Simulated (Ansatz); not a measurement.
# ClF4Nb: the cost of one run

The runs use Ansatz 0.2.0, Gaussian basis; the settings change from run to run.

1 further run of the same task is left out (for a known fault of the program).

## (1) The molecule

The geometry comes from an earlier relaxation with PBE0-D4 in a triple-zeta def2 set; it is a stationary point. Nb takes a core potential in def2 sets; no spin-orbit term is included.

SMILES `[F][Nb]([F])([F])([F])[Cl]`, 6 atoms, charge 0, spin multiplicity 1.

Atoms are counted from 1 here; the program's logs count them from 0.

Bond lengths: F1–Nb2 1.862 Å, Nb2–F3 1.835 Å, Nb2–F4 1.835 Å, Nb2–F5 1.862 Å, Nb2–Cl6 2.251 Å. Angles: F1–Nb2–F3 87.5°, F1–Nb2–F4 87.5°, F1–Nb2–F5 168.8°, F1–Nb2–Cl6 95.6°, F3–Nb2–F4 127.6°, F3–Nb2–F5 87.5°, F3–Nb2–Cl6 116.2°, F4–Nb2–F5 87.5°, F4–Nb2–Cl6 116.2°, F5–Nb2–Cl6 95.6°.

## (2) PBE/def2-TZVPP

This run has charge -1, multiplicity 2, D3(BJ) dispersion.

in.yaml

```yaml
crystal:
  periodic: [false, false, false]
  atoms:
    - {symbol: F, position_ang: [-0.856888, -1.454863, 0.801365]}
    - {symbol: Nb, position_ang: [0.028048, -0.043094, -0.030531]}
    - {symbol: F, position_ang: [1.579144, -0.681409, 0.712572]}
    - {symbol: F, position_ang: [-0.763667, -0.574138, -1.597921]}
    - {symbol: F, position_ang: [1.082832, 1.107083, -1.046789]}
    - {symbol: Cl, position_ang: [-1.027369, 1.582321, 1.115204]}
basis:
  gaussian: {orbitals: def2-TZVPP}
total_charge: -1
magnetization: {spin_polarized: true, initial_magnetization: 1}
hamiltonian: {xc: {name: PBE}, dispersion: d3bj}
output: {forces: true}
```

Started as:

```sh
$ ansatz run in.yaml --threads 4 --pin off --events-out ev --progress --plain --max-ram 10444MiB
```

Q: Estimate wall time and peak memory on 4 threads of Intel Xeon 6975P-C, shared host.

About 5.5 s, with a peak of 0.46 GiB.
